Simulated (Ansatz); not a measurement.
# Mo (Mo, dhcp): the cost of one run

Method: DFT LDA (PW92), plane waves (420 eV) with PAW, scalar-relativistic; PAW files made under PBE, frozen cores solved again for the functional, in Ansatz 0.2.0.

## Step 1: The structure to begin with

Symmetry: P6_3/mmc, No. 194, hexagonal system. The conventional cell has a = 2.804 Å, b = 2.804 Å, c = 9.158 Å, α = 90.00°, β = 90.00°, γ = 120.00°. Mo (site symmetry -3m) has 12 Mo at 2.80 Å as nearest neighbours. Mo (site symmetry -6m2) has 12 Mo at 2.80 Å as nearest neighbours.

Coordinates:

```
CELL_PARAMETERS angstrom
2.80392 0.00000 0.00000
-1.40196 2.42827 0.00000
0.00000 0.00000 9.15761
ATOMIC_POSITIONS crystal
Mo 0.00000 0.00000 0.00000
Mo 0.00000 0.00000 0.50000
Mo 0.33333 0.66667 0.25000
Mo 0.66667 0.33333 0.75000
```

## Step 2: Relaxing cell and atoms

The input, input.yaml:

```yaml
crystal:
  lattice:
    - [2.8039216218, 0.0, 0.0]
    - [-1.4019608109, 2.4282673547, 0.0]
    - [0.0, 0.0, 9.1576080168]
  atoms:
    - { symbol: Mo, position: [0.0, 0.0, 0.0] }
    - { symbol: Mo, position: [0.0, 0.0, 0.5] }
    - { symbol: Mo, position: [0.3333333333, 0.6666666667, 0.25] }
    - { symbol: Mo, position: [0.6666666667, 0.3333333333, 0.75] }
hamiltonian:
  xc: lda
  pseudopotentials:
    kind: paw
    azcp:
      Mo: "pseudopotentials/Mo.paw.azcp"
basis:
  ecutwfc: 420
  fft_grid_basis: typed
kpoints:
  mp_grid: { grid: [13, 13, 4], shift: [0, 0, 0] }
magnetization:
  spin_polarized: false
scf:
  occupations: { method: fermi_dirac, width: 0.1 }
relax:
  max_steps: 60
  f_tol: 0.01
  cell: {}
```

Run with:

```
$ ansatz run input.yaml --threads 2 --pin off --max-ram 5120MiB --backend cpu --events-out ev --progress --plain --runs-dir out
```

**Question.** How long does this run take on 2 threads of Arm Neoverse V1, shared host, and how much memory does it need?

About 26 s, with a peak of 0.39 GiB.
